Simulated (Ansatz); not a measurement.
# C₃H₆IN: small, medium and large basis sets

The task here is to estimate one member of a computed series from the others.

Method: one geometry, several basis sets; program: Ansatz 0.2.0, Gaussian basis.

Plan: PBE0-D4/def2-SVP; ωB97M-V/def2-SVP; PBE0-D4/def2-QZVPP; ωB97M-V/def2-QZVPP; the functionals' def2-TZVPP values are taken from earlier runs.

**The geometry**

The geometry comes from an earlier relaxation with PBE0-D4 in a triple-zeta def2 set; it is a stationary point, not always the lowest conformer. I takes the def2 core potential; no spin-orbit term is included.

SMILES `CC(=N)CI`, 11 atoms, charge 0, spin multiplicity 1.

Atoms are counted from 1 here; the program's logs count them from 0.

Bond lengths: C1–C2 1.498 Å, C1–H6 1.094 Å, C1–H7 1.090 Å, C1–H8 1.093 Å, C2–N3 1.268 Å, C2–C4 1.495 Å, N3–H9 1.020 Å, C4–I5 2.152 Å, C4–H10 1.085 Å, C4–H11 1.089 Å. Angles: C2–C1–H6 110.2°, C2–C1–H7 111.2°, C2–C1–H8 110.6°, H6–C1–H7 108.8°, H6–C1–H8 106.9°, H7–C1–H8 109.0°, C1–C2–N3 126.1°, C1–C2–C4 117.1°, N3–C2–C4 116.7°, C2–N3–H9 110.7°, C2–C4–I5 111.2°, C2–C4–H10 110.5°, C2–C4–H11 112.8°, I5–C4–H10 106.0°, I5–C4–H11 104.6°, H10–C4–H11 111.5°.

Set-up of the first run:

in.yaml

```yaml
crystal:
  periodic: [false, false, false]
  atoms:
    - {symbol: C, position_ang: [-0.942549, 0.632993, -0.564436]}
    - {symbol: C, position_ang: [0.170526, -0.331720, -0.289669]}
    - {symbol: N, position_ang: [0.746960, -1.070084, -1.143618]}
    - {symbol: C, position_ang: [0.624001, -0.463593, 1.128612]}
    - {symbol: I, position_ang: [1.688063, 1.292183, 1.772313]}
    - {symbol: H, position_ang: [-1.837088, 0.347782, -0.002811]}
    - {symbol: H, position_ang: [-1.187719, 0.658638, -1.626216]}
    - {symbol: H, position_ang: [-0.669235, 1.639494, -0.238431]}
    - {symbol: H, position_ang: [0.355777, -0.920079, -2.073942]}
    - {symbol: H, position_ang: [1.321253, -1.289002, 1.229835]}
    - {symbol: H, position_ang: [-0.204489, -0.553613, 1.828963]}
basis:
  gaussian: {orbitals: def2-SVP}
hamiltonian: {xc: pbe0, dispersion: d4}
output: {orbitals: {seedname: orbitals}}
```

Steps of the session up to this table: PBE0-D4 in def2-SVP; ωB97M-V in def2-SVP; PBE0-D4 in def2-QZVPP; ωB97M-V in def2-QZVPP.

One of the session's tables, all rows but one given; the rest of the session is left out.

It belongs to the step «Density functionals: the series». 

| functional | basis | HOMO (eV) |
| --- | --- | --- |
| PBE0-D4 | def2-SVP | -7.25 |
| PBE0-D4 | def2-TZVPP | -7.38 |
| PBE0-D4 | def2-QZVPP | -7.40 |
| ωB97M-V | def2-SVP | -9.42 |
| ωB97M-V | def2-TZVPP | ? |
| ωB97M-V | def2-QZVPP | -9.58 |

**Question.** Estimate the row for ωB97M-V, def2-TZVPP.

The run gave: HOMO (eV): -9.56. In the column «HOMO (eV)» it lies between ωB97M-V, def2-QZVPP (-9.58) and ωB97M-V, def2-SVP (-9.42).
